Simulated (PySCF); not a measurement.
# [LuH4]−: other functionals and bases at one geometry

The task here is to estimate one member of a computed series from the others.

Computed with PySCF 2.14.0. Level: several levels, as the steps say, no spin–orbit coupling.

1 further run of the same task is left out (for a known fault of the program).

## The starting structure

5 atoms, charge -1, spin multiplicity 1.

Bond lengths: Lu1–H2 2.038 Å, Lu1–H3 2.038 Å, Lu1–H4 2.038 Å, Lu1–H5 2.038 Å. Angles: H2–Lu1–H3 109.5°, H2–Lu1–H4 109.5°, H2–Lu1–H5 109.5°, H3–Lu1–H4 109.5°, H3–Lu1–H5 109.5°, H4–Lu1–H5 109.5°.

Geometry (Å):

```
atom     x (Å)     y (Å)     z (Å)
 Lu1   0.00000   0.00000   0.00000
  H2   1.17636   1.17636   1.17636
  H3  -1.17636  -1.17636   1.17636
  H4   1.17636  -1.17636  -1.17636
  H5  -1.17636   1.17636  -1.17636
```

Formal oxidation states: Lu +3. Each metal's 14 4f electrons lie in its core potential, so multiplicities, spins and levels count the valence alone. An earlier session relaxed this geometry at PBE0, Lu lcecp-1-SVP with ECP60, H def2-SVP (singlet, point group Td).

At PBE0 on the finer grid: E = -42.344155 Eh, HOMO -2.13 eV, LUMO 4.23 eV, Mulliken charge on Lu1 +0.18 e, largest force component 0.002 eV/Å. 

Levels to run: TPSSh; B3LYP; PBE0, TZVP. Hardware: 2 threads of Arm Neoverse V2, shared host.

Set-up of the first run:

Input file run.py (the lines that set the calculation):

```python
mol = gto.M(atom='''
Lu     0.00000     0.00000     0.00000
H      1.17636     1.17636     1.17636
H     -1.17636    -1.17636     1.17636
H      1.17636    -1.17636    -1.17636
H     -1.17636     1.17636    -1.17636''',
    basis={'Lu': 'lcecp-1-SVP', 'H': 'def2-SVP'},
    ecp={'Lu': 'lcecp-1-SVP'},
    charge=-1, spin=0)
mf = dft.RKS(mol, xc='TPSSH')
mf.grids.atom_grid = (75, 302)  # f atoms: unpruned, at least (60, 302)
mf = mf.density_fit()  # fitting sets: Lu AutoAux, H def2-universal-JKFIT
mf.conv_tol = 1e-08; mf.max_cycle = 55
mf.kernel(dm0)  # dm0: the density of the relaxed state
```

Started as:

```sh
$ OMP_NUM_THREADS=2 python run.py
```

Steps of the session up to this table: TPSSh; B3LYP; PBE0, TZVP.

One of the session's tables, all rows but one given; the rest of the session is left out.

| level | HOMO (eV) | gap (eV) | charge on Lu1 (e) |
| --- | --- | --- | --- |
| PBE0 (relaxed here) | -2.13 | 6.36 | 0.18 |
| TPSSh | ? | ? | ? |
| B3LYP | -1.93 | 5.96 | 0.10 |
| PBE0, TZVP | -2.18 | 6.38 | 0.48 |

Q: Estimate the row for TPSSh from the others.

**Answer.** HOMO (eV): -1.60; gap (eV): 5.64; charge on Lu1 (e): 0.35. In the column «HOMO (eV)» it is the highest.

In one basis the HOMO–LUMO gap runs from 5.64 eV (TPSSh) to 6.36 eV (PBE0). With 4f in the core, its levels are missing from HOMO and gap, and its count is fixed, so no charge can pass from the ligands into it. Total energies of different levels can't be compared.
